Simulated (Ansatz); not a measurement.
# C3H9BS: how energies converge with the basis set

An exercise on one series of results from a longer session: the logs are not shown, and one member is left open.

The runs use Ansatz 0.2.0, Gaussian basis; one geometry, several basis sets.

Levels to be run: PBE0-D4/def2-SVP; ωB97M-V/def2-SVP; PBE0-D4/def2-QZVPP; ωB97M-V/def2-QZVPP; the functionals' def2-TZVPP values are taken from earlier runs.

## The geometry

The geometry comes from an earlier relaxation with PBE0-D4 in a triple-zeta def2 set; it is a stationary point, not always the lowest conformer.

SMILES `CSB(C)C`, 14 atoms, charge 0, spin multiplicity 1.

Atoms are counted from 1 here; the program's logs count them from 0.

Bond lengths: C1–S2 1.807 Å, C1–H6 1.090 Å, C1–H7 1.089 Å, C1–H8 1.089 Å, S2–B3 1.786 Å, B3–C4 1.570 Å, B3–C5 1.569 Å, C4–H9 1.093 Å, C4–H10 1.098 Å, C4–H11 1.092 Å, C5–H12 1.091 Å, C5–H13 1.096 Å, C5–H14 1.097 Å. Angles: S2–C1–H6 110.9°, S2–C1–H7 107.4°, S2–C1–H8 111.0°, H6–C1–H7 108.9°, H6–C1–H8 109.7°, H7–C1–H8 109.0°, C1–S2–B3 105.9°, S2–B3–C4 122.3°, S2–B3–C5 115.8°, C4–B3–C5 121.9°, B3–C4–H9 113.5°, B3–C4–H10 109.2°, B3–C4–H11 112.4°, H9–C4–H10 105.9°, H9–C4–H11 108.4°, H10–C4–H11 107.0°, B3–C5–H12 115.2°, B3–C5–H13 109.9° and more.

Set-up of the first run:

File in.yaml:

```yaml
crystal:
  periodic: [false, false, false]
  atoms:
    - {symbol: C, position_ang: [-1.719166, 0.141573, 1.566518]}
    - {symbol: S, position_ang: [-0.630913, 1.294991, 0.700809]}
    - {symbol: B, position_ang: [0.403955, 0.292319, -0.354359]}
    - {symbol: C, position_ang: [0.296191, -1.273120, -0.393396]}
    - {symbol: C, position_ang: [1.452421, 1.071865, -1.222689]}
    - {symbol: H, position_ang: [-2.385847, -0.363320, 0.868049]}
    - {symbol: H, position_ang: [-2.317520, 0.722973, 2.267172]}
    - {symbol: H, position_ang: [-1.142156, -0.597063, 2.121405]}
    - {symbol: H, position_ang: [-0.734268, -1.638234, -0.404664]}
    - {symbol: H, position_ang: [0.753547, -1.689009, 0.513534]}
    - {symbol: H, position_ang: [0.825687, -1.706152, -1.245124]}
    - {symbol: H, position_ang: [1.477259, 2.151173, -1.062150]}
    - {symbol: H, position_ang: [2.457128, 0.672911, -1.041160]}
    - {symbol: H, position_ang: [1.250682, 0.889692, -2.285044]}
basis:
  gaussian: {orbitals: def2-SVP}
hamiltonian: {xc: pbe0, dispersion: d4}
output: {orbitals: {seedname: orbitals}}
```

Among the steps run: PBE0-D4 in def2-SVP; ωB97M-V in def2-SVP; PBE0-D4 in def2-QZVPP; ωB97M-V in def2-QZVPP.

One of the session's tables, all rows but one given; the rest of the session is left out.

It belongs to the step «Density functionals: the series». 

| functional | basis | HOMO (eV) | LUMO (eV) |
| --- | --- | --- | --- |
| PBE0-D4 | def2-SVP | -7.16 | -0.01 |
| PBE0-D4 | def2-TZVPP | ? | ? |
| PBE0-D4 | def2-QZVPP | -7.25 | -0.23 |
| ωB97M-V | def2-SVP | -9.32 | 2.03 |
| ωB97M-V | def2-TZVPP | -9.42 | 1.80 |
| ωB97M-V | def2-QZVPP | -9.43 | 1.60 |

**Question.** Estimate the row for PBE0-D4, def2-TZVPP.

As computed: HOMO (eV): -7.23; LUMO (eV): -0.18. In the column «HOMO (eV)» it lies between PBE0-D4, def2-QZVPP (-7.25) and PBE0-D4, def2-SVP (-7.16).
